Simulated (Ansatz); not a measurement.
**BiTe in Ansatz: the effect of functional**

Crystal: BiTe.

```xyz
2
Lattice="2.4064 1.3894 3.2950 -2.4064 1.3894 3.2950 0.0000 -2.7787 3.2950" Properties=species:S:1:pos:R:3 pbc="T T T"
Bi    0.0000    0.0000    4.9425
Te    0.0000    0.0000    0.0000
```

The cell comes from a database or a generator and needn't be the stable form of this composition.

The cell isn't the ideal one: volume scaled by 0.98.

Alike in all runs:

```yaml
Program: Ansatz 0.2.0
Task: single point
Potentials_or_basis: Ansatz PAW
k_mesh: 7 × 7 × 7
Occupations: fermi-dirac, width 0.05 eV
Spin: no spin polarisation
```

```csv
functional,cutoff,pressure (GPa)
LDA,420 eV (not typed: the program's choice for these potentials),-2.5
PBEsol,420 eV (not typed: the program's choice for these potentials),-1.4
r2SCAN,500 eV (not typed: the program's choice for these potentials),?
```

What does the run with functional r2SCAN give?

Pressure 0.4 GPa.

Caveats: the PAW data sets come from PBE, with cores solved anew for the run's functional, which leaves a small shift of forces and pressure.
